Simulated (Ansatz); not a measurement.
## the Zr-Cu system: a small convex hull

Run with Ansatz 0.2.0, Python API.

`hull_zr3cu.py`
```python
from collections import Counter
import warnings

import ansatz as az
from pymatgen.analysis.phase_diagram import PDEntry, PhaseDiagram
from pymatgen.core import Composition


def run_phase(name, crystal):
    calc = (
        crystal.calculation()
        .functional("pbesol")
        .basis(31 * az.Ry)
        .kpoints(spacing=0.3)
        .occupations("fermi_dirac", width=0.1)
    )
    calc = calc.relax(force_tolerance=0.02, max_steps=40, cell=True)
    return calc.run()


def counts(outcome):
    return Counter(site.symbol for site in outcome.lattice.sites)

warnings.simplefilter("ignore")

phases = {}
zr3cu_pm_3m = (
    az.Lattice.cubic(4.311517)
    .space_group(221)
    .atom("Zr", [0.5, 0.5, 0.0])
    .atom("Cu", [0.0, 0.0, 0.0])
)
phases["Zr3Cu Pm-3m"] = zr3cu_pm_3m
zrcu_pm_3m = (
    az.Lattice.cubic(3.252664)
    .space_group(221)
    .atom("Zr", [0.5, 0.5, 0.5])
    .atom("Cu", [0.0, 0.0, 0.0])
)
phases["ZrCu Pm-3m"] = zrcu_pm_3m
zr = (
    az.Lattice.from_parameters(3.232, 3.232, 5.147, alpha=90.0, beta=90.0, gamma=120.0)
    .atom("Zr", [1 / 3, 2 / 3, 0.25])
    .atom("Zr", [2 / 3, 1 / 3, 0.75])
)
phases["Zr"] = zr
cu = (
    az.Lattice.of([0.0, 1.8075, 1.8075], [1.8075, 0.0, 1.8075], [1.8075, 1.8075, 0.0])
    .atom("Cu", [0.0, 0.0, 0.0])
)
phases["Cu"] = cu

done = {name: run_phase(name, crystal) for name, crystal in phases.items()}

entries = [PDEntry(Composition(dict(counts(o))), o.report["energy_sigma0_ev"], name=name) for name, o in done.items()]
diagram = PhaseDiagram(entries)
rows = [(e.name, e.composition.get_atomic_fraction("Cu"), diagram.get_form_energy_per_atom(e), diagram.get_e_above_hull(e)) for e in entries]
rows.sort(key=lambda row: row[1])
print("     phase       x(Cu)  E_form (eV/atom)  above hull (eV/atom)")
for row in rows:
    print(f"{str(row[0]):>10}  {row[1]:10.3f}  {row[2]:16.4f}  {row[3]:20.4f}")
print("on the hull of these phases:", ", ".join(row[0] for row in rows if row[3] < 1e-6))
```

```console
$ python hull_zr3cu.py
     phase       x(Cu)  E_form (eV/atom)  above hull (eV/atom)
        Zr       0.000            0.0000                0.0000
Zr3Cu Pm-3m       0.250            0.0173                0.0689
ZrCu Pm-3m       0.500           -0.1032                0.0000
        Cu       1.000            0.0000                0.0000
on the hull of these phases: Zr, ZrCu Pm-3m, Cu
```

Caveats:
- For the metals among these phases the mesh is modest: differences between phases can be off by up to 40 meV an atom.
- The cells come from databases of deposited and of computed structures, and not all need be stable phases.
- Differences under about 40 meV an atom lie within the error of mesh and functional, so such verdicts may flip; only the cells listed enter the hull.
- Run time: 22 s on 1 thread of Intel(R) Xeon(R) Platinum 8488C (Sapphire Rapids), with other jobs on the host, peak memory 0.53 GiB.
